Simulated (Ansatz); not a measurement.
# AsF: the cost of one run

All numbers are computed with Ansatz 0.2.0, driven from Python. The levels of theory stand in the script.

### Step 1. The structure

Bond lengths: As1–F2 1.890 Å.

No structure file is read: the coordinates are typed or built in the script.

### Step 2. The code

x2c_asf.py

```python
"""AsF(+) with and without the spin-free two-component Hamiltonian."""

import ansatz
import numpy as np

FUNCTIONAL = "pbe"
CHARGE = 1

geometry_ang = [
    ("As", (0.0, 0.0, 0.0)),
    ("F", (0.0, 0.0, 1.89)),
]
geometry = ansatz.Crystal.molecule()
for symbol, xyz in geometry_ang:
    geometry = geometry.atom(symbol, xyz)

calc = geometry.calculation().functional(FUNCTIONAL).charge(CHARGE).spin("collinear", total=1).forces()
# a set contracted for a scalar-relativistic Hamiltonian goes with the relativistic run
sets = {"none": "cc-pVTZ", "scalar": "cc-pVTZ-DK"}
found = {kind: calc.basis(gaussian=basis).pseudopotentials(relativity=kind).run().report for kind, basis in sets.items()}
for kind, each in found.items():
    dipole = 4.803205 * np.linalg.norm(each["charge_distribution"]["dipole_moment_e_ang"])
    print(f"{kind:7s} E = {each['free_energy_ev']:.4f} eV  dipole {dipole:.3f} D  largest force component {np.abs(each['forces_ev_ang']).max():.4f} eV/A")
print(f"relativity lowers the total energy by {found['none']['free_energy_ev'] - found['scalar']['free_energy_ev']:.3f} eV")
```

### Step 3. The calls as engine input

The engine receives this input (first run):

```yaml
crystal:
  periodic: [false, false, false]
  atoms:
    - { symbol: As, position_ang: [0.0, 0.0, 0.0] }
    - { symbol: F, position_ang: [0.0, 0.0, 1.89] }
basis:
  gaussian:
    orbitals: cc-pVTZ
hamiltonian:
  xc: pbe
  pseudopotentials:
    relativity: none
magnetization:
  spin_polarized: true
  initial_magnetization: 1.0
total_charge: 1.0
output:
  forces: true
```

### Step 4. Running it

The run is started by

```
> python x2c_asf.py
```

**Question.** How long does this script take on 1 thread of Arm Neoverse V1, shared host, and how much memory does it need?

About 4.6 s, with a peak of 0.19 GiB.
